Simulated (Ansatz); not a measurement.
# Cs2InBiF6: the cost of one run

Computed with Ansatz 0.2.0 (DFT r2SCAN, scalar-relativistic, plane waves, PAW, unless a step's input says otherwise).

1 further run of the same task is left out (it didn't finish).

### 1 The system as given

It takes space group Fm-3m (No. 225, cubic). The conventional cell has a = 9.700 Å, b = 9.700 Å, c = 9.700 Å, α = 90.00°, β = 90.00°, γ = 90.00°. Cs (site symmetry -43m) has 12 F at 3.43 Å as nearest neighbours. In (site symmetry m-3m) is surrounded by 6 F at 2.59 Å. Around Bi (site symmetry m-3m) lie 6 F at 2.26 Å. F (site symmetry 4mm) has 1 Bi at 2.26 Å and 1 In at 2.59 Å as nearest neighbours.

Structure file:

```
CELL_PARAMETERS angstrom
0.00000 4.85018 4.85018
4.85018 0.00000 4.85018
4.85018 4.85018 0.00000
ATOMIC_POSITIONS crystal
Cs 0.75000 0.75000 0.75000
Cs 0.25000 0.25000 0.25000
In 0.50000 0.50000 0.50000
Bi 0.00000 0.00000 0.00000
F 0.76694 0.23306 0.23306
F 0.23306 0.23306 0.76694
F 0.23306 0.76694 0.76694
F 0.23306 0.76694 0.23306
F 0.76694 0.23306 0.76694
F 0.76694 0.76694 0.23306
```

It goes back to an entry of the Materials Project, which need not be the stable form.

It is the result of an earlier relaxation at this level (volume 22.82 Å³/atom; gap on the mesh: 2.36 eV).

### 2 Band edges anywhere in the zone

input.yaml

```yaml
crystal:
  lattice:
    - [0.0, 4.850181137, 4.850181137]
    - [4.850181137, 0.0, 4.850181137]
    - [4.850181137, 4.850181137, 0.0]
  atoms:
    - { symbol: Cs, position: [0.75, 0.75, 0.75] }
    - { symbol: Cs, position: [0.25, 0.25, 0.25] }
    - { symbol: In, position: [0.5, 0.5, 0.5] }
    - { symbol: Bi, position: [0.0, 0.0, 0.0] }
    - { symbol: F, position: [0.7669411205, 0.2330588795, 0.2330588795] }
    - { symbol: F, position: [0.2330588795, 0.2330588795, 0.7669411205] }
    - { symbol: F, position: [0.2330588795, 0.7669411205, 0.7669411205] }
    - { symbol: F, position: [0.2330588795, 0.7669411205, 0.2330588795] }
    - { symbol: F, position: [0.7669411205, 0.2330588795, 0.7669411205] }
    - { symbol: F, position: [0.7669411205, 0.7669411205, 0.2330588795] }
basis:
  ecutwfc: 500
kpoints:
  mp_grid: { grid: [6, 6, 6] }
  band_path: { path: [VBM, CBM], npoints: 2 }
hamiltonian:
  xc: r2scan
scf:
  occupations: { method: gaussian, width: 0.02 }
output:
  forces: false
  stress: false
  eigenvalues: true
checkpoint:
  read: start.run
  write: ck
  compress: false
  write_wavefunctions: false
  write_every: 100000
```

On the command line:

```console
$ ansatz run input.yaml --threads 2 --pin off --max-ram 5120MiB --backend cpu --events-out ev --progress --plain --runs-dir out
```

**Question.** How long does this run take on 2 threads of AMD EPYC (Zen 3), shared host, and how much memory does it need?

About 49 s, with a peak of 1.2 GiB.
